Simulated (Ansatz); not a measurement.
# One shape, several levels: triplet Si2H2OF2

Aim: a comparison of 6 runs (UB3LYP/6-31G*, U-r2SCAN/def2-SVP, U-wB97M-V/def2-SVP, UPBE0/def2-SVP, USVWN5/def2-SVP, UCCSD(T)/def2-SVP) of triplet Si2H2OF2. 

Program for the calculation: Ansatz 0.2.0.

49 further runs of the same task are left out: 49 set aside as unsound or not needed. Runs told in other sessions of the task aren't counted.

## 1. The structure to begin with

The species is Si2H2OF2 (7 atoms), meant as a triplet with charge 0. SMILES of the parent species: `F[Si]1(F)O[SiH2]1`. The shape is that of a PBE0-D4/def2-TZVP optimisation. That shape belongs to the parent species and isn't relaxed for this state.

Bond lengths: F1–Si2 1.578 Å, Si2–F3 1.578 Å, Si2–O4 1.648 Å, Si2–Si5 2.174 Å, O4–Si5 1.718 Å, Si5–H6 1.482 Å, Si5–H7 1.482 Å. Some angles: F1–Si2–F3 105.1°, F1–Si2–O4 114.7°, F1–Si2–Si5 127.3°, F3–Si2–O4 114.7°, F3–Si2–Si5 127.3°, O4–Si2–Si5 51.2°, Si2–O4–Si5 80.4°, Si2–Si5–O4 48.4°, Si2–Si5–H6 124.7°, Si2–Si5–H7 124.7°.

## 2. The energy at UB3LYP/6-31G(d) (spherical functions) (run 1)

File molecule.yaml:

```yaml
crystal:
  periodic: [false, false, false]
  atoms:
    - {symbol: F, position_ang: [0.424200, -1.612100, 1.693800]}
    - {symbol: Si, position_ang: [0.037900, -1.026000, 0.280100]}
    - {symbol: F, position_ang: [-0.194200, -2.288000, -0.639100]}
    - {symbol: O, position_ang: [1.103500, 0.077900, -0.322100]}
    - {symbol: Si, position_ang: [-0.304800, 1.058600, -0.232800]}
    - {symbol: H, position_ang: [-0.202300, 2.188800, 0.720000]}
    - {symbol: H, position_ang: [-0.802800, 1.532800, -1.545500]}
basis:
  gaussian: {orbitals: 6-31G_st_-spherical.json}
magnetization: {spin_polarized: true, initial_magnetization: 2}
hamiltonian: {xc: {name: B3LYP}}
accuracy: high
output: {orbitals: {seedname: orbitals}}
```

The basis set 6-31G* is read from a file made from the Basis Set Exchange's data (not shown).

The run is started by

```sh
ansatz run molecule.yaml --threads 1 --pin off --max-ram 2610MiB --events-out events.jsonl --progress --plain --runs-dir runs
```

The program printed:

```text
Warning: RAYON_NUM_THREADS=1 ignored (pool sized by the plan → 1); use --threads N
Functional definition: B3LYP
  name "B3LYP"
  parameter a0 = 0.2
  parameter ax = 0.72
  parameter ac = 0.81
  exchange = (1 - a0 - ax)*slater_x + ax*b88_x + a0*exact_x
  correlation = (1 - ac)*vwn_rpa_c + ac*lyp_c
1769 factors; integrals over basis functions are off by at most 3.4e-9 eV
mean field evaluation 1: about -23261.5588 eV, gradient 4.2e1 eV
mean field evaluation 2: about -23238.9756 eV, gradient 8.7e1 eV
mean field evaluation 4: about -23267.5982 eV, gradient 5.2e0 eV
mean field evaluation 8: about -23267.8945 eV, gradient 2.5e-1 eV
mean field evaluation 16: about -23267.8951 eV, gradient 1.5e-3 eV
mean field -23267.89510092 eV, -855.0793734132 hartree, gradient 4.7e-8 eV, S^2 2.003928; 0 other end points of the search recorded, 0 dependent functions left out
reference -23267.89514156 eV, -855.0793749067 hartree; 29, 27 occupied and 53, 55 virtual orbitals, 1769 factors
Total energy: -23267.89514156 eV, -855.0793749067 hartree
```

It took 18 s on 1 thread of Arm Neoverse V1, shared host; peak memory 0.41 GiB.

## 3. A single-point energy at U-r2SCAN/def2-SVP (run 2)

Changes to molecule.yaml since step 2:

```diff
@@ -11,5 +11,9 @@
 basis:
-  gaussian: {orbitals: 6-31G_st_-spherical.json}
-magnetization: {spin_polarized: true, initial_magnetization: 2}
-hamiltonian: {xc: {name: B3LYP}}
+  gaussian:
+    orbitals: def2-SVP
+magnetization:
+  spin_polarized: true
+  initial_magnetization: 2
+hamiltonian:
+  xc: {name: r2SCAN}
 accuracy: high
```

The run is started by

```sh
ansatz run molecule.yaml --threads 1 --pin off --max-ram 2610MiB --events-out events.jsonl --progress --plain --runs-dir runs
```

The program printed:

```text
Warning: RAYON_NUM_THREADS=1 ignored (pool sized by the plan → 1); use --threads N
Functional definition: r2SCAN
  name "r2SCAN"
  parameter k0 = 0.174
  parameter k1 = 0.065
  parameter a1 = 4.9479
  exchange = r2scan_x(k0 = k0, k1 = k1, a1 = a1)
  correlation = r2scan_c
1781 factors; integrals over basis functions are off by at most 3.9e-9 eV
mean field evaluation 1: about -23246.4801 eV, gradient 4.2e1 eV
mean field evaluation 2: about -23213.5433 eV, gradient 9.8e1 eV
mean field evaluation 4: about -23252.5678 eV, gradient 7.2e0 eV
mean field evaluation 8: about -23252.7435 eV, gradient 5.1e-1 eV
mean field evaluation 16: about -23252.7450 eV, gradient 4.1e-4 eV
mean field -23252.74504483 eV, -854.5226191207 hartree, gradient 2.0e-8 eV, S^2 2.008301; 0 other end points of the search recorded, 0 dependent functions left out
reference -23252.74504708 eV, -854.5226192035 hartree; 29, 27 occupied and 59, 61 virtual orbitals, 1781 factors
Total energy: -23252.74504708 eV, -854.5226192035 hartree
```

Wall time 35 s (1 thread of Arm Neoverse V1, shared host); peak memory 0.43 GiB.

Runs 3 to 4 aren't shown in full; the table further down has their settings and results.

## 4. The energy at USVWN5/def2-SVP (run 5)

File in.yaml:

```yaml
basis:
  gaussian:
    orbitals: def2-SVP
crystal:
  periodic: [false, false, false]
  atoms:
    - symbol: F
      position_ang: [0.424200, -1.612100, 1.693800]
    - symbol: Si
      position_ang: [0.037900, -1.026000, 0.280100]
    - symbol: F
      position_ang: [-0.194200, -2.288000, -0.639100]
    - symbol: O
      position_ang: [1.103500, 0.077900, -0.322100]
    - symbol: Si
      position_ang: [-0.304800, 1.058600, -0.232800]
    - symbol: H
      position_ang: [-0.202300, 2.188800, 0.720000]
    - symbol: H
      position_ang: [-0.802800, 1.532800, -1.545500]
total_charge: 0
magnetization:
  spin_polarized: true
  initial_magnetization: 2
hamiltonian:
  xc: {name: SVWN5}
accuracy: high
output:
  orbitals: {seedname: orbitals}
```

The run is started by

```sh
ansatz run in.yaml --threads 1 --pin off --max-ram 2610MiB --events-out events.jsonl --progress --plain --runs-dir runs
```

The program printed:

```text
Warning: RAYON_NUM_THREADS=1 ignored (pool sized by the plan → 1); use --threads N
Functional definition: SVWN5
  name "SVWN5"
  exchange = slater_x
  correlation = vwn5_c
1781 factors; integrals over basis functions are off by at most 3.9e-9 eV
mean field evaluation 1: about -23139.1162 eV, gradient 4.3e1 eV
mean field evaluation 2: about -23090.2455 eV, gradient 1.1e2 eV
mean field evaluation 4: about -23145.3310 eV, gradient 9.6e0 eV
mean field evaluation 8: about -23145.6327 eV, gradient 2.9e-1 eV
mean field evaluation 16: about -23145.6330 eV, gradient 1.5e-5 eV
mean field evaluation 32: about -23144.0832 eV, gradient 2.8e0 eV
mean field -23145.63300555 eV, -850.5863242803 hartree, gradient 1.1e-8 eV, S^2 2.002054; 2 other end points of the search recorded, 0 dependent functions left out
reference -23145.63300892 eV, -850.5863244041 hartree; 29, 27 occupied and 59, 61 virtual orbitals, 1781 factors
Total energy: -23145.63300892 eV, -850.5863244041 hartree
```

It took 8.1 s on 1 thread of Arm Neoverse V1, shared host; peak memory 0.24 GiB.

## 5. The energy at UCCSD(T)/def2-SVP (run 6)

File molecule.yaml:

```yaml
crystal:
  periodic: [false, false, false]
  atoms:
    - symbol: F
      position_ang: [0.424200, -1.612100, 1.693800]
    - symbol: Si
      position_ang: [0.037900, -1.026000, 0.280100]
    - symbol: F
      position_ang: [-0.194200, -2.288000, -0.639100]
    - symbol: O
      position_ang: [1.103500, 0.077900, -0.322100]
    - symbol: Si
      position_ang: [-0.304800, 1.058600, -0.232800]
    - symbol: H
      position_ang: [-0.202300, 2.188800, 0.720000]
    - symbol: H
      position_ang: [-0.802800, 1.532800, -1.545500]
basis:
  gaussian:
    orbitals: def2-SVP
magnetization:
  spin_polarized: true
  initial_magnetization: 2
correlation:
  method: ccsd_t
  frozen_orbitals: {F: 1, H: 0, O: 1, Si: 5}
accuracy: high
scf:
  omitted_lower_state_checks: [cluster_reference, increment]
```

The run is started by

```sh
ansatz run molecule.yaml --threads 1 --pin off --max-ram 2610MiB --events-out events.jsonl --progress --plain --runs-dir runs
```

The program printed:

```text
Warning: RAYON_NUM_THREADS=1 ignored (pool sized by the plan → 1); use --threads N
[... 12 lines left out ...]
13 core orbitals not correlated: weight in the atoms' cores, before any rotation towards them, 1.000 or more for the frozen orbitals, at most 0.000 for the correlated occupied ones
[... 30 lines left out ...]
Total energy: -23214.42268876 eV, -853.1142985111 hartree
Checks for a lower state left out: cluster_reference, increment
```

Run time: 1.9 min. Hardware: 1 thread of Arm Neoverse V1, shared host; peak memory 0.94 GiB.

## 6. Overview of the runs

```tsv
run	level	frozen core orbitals	energy (Eh)	HOMO energy (eV)	⟨S²⟩	wall time
1	UB3LYP/6-31G* (spherical functions)	–	-855.079375	-3.56	2.004	18 s
2	U-r2SCAN/def2-SVP	–	-854.522619	-3.18	2.008	35 s
3	U-wB97M-V/def2-SVP	–	-854.567713	-5.45	2.003	2.9 min
4	UPBE0/def2-SVP	–	-854.172205	-3.86	2.006	20 s
5	USVWN5/def2-SVP	–	-850.586324	-2.93	2.002	8.1 s
6	UCCSD(T)/def2-SVP	13	-853.114299	–	2.016	1.9 min
```

## 7. Results

| quantity | value |
| --- | --- |
| run 6: total energy | -853.11430 Eh |
| run 6: correlation energy (13 core orbitals frozen) | -765.4 mEh |
| run 6: (T) correction | -17.08 mEh |
| run 6: ⟨S²⟩ of the reference determinant | 2.016 |
| run 6: T1 diagnostic | 0.019 |

**Reading.** Totals of different functionals can't be ranked against each other. All runs together took 6 min, the longest 2.9 min.
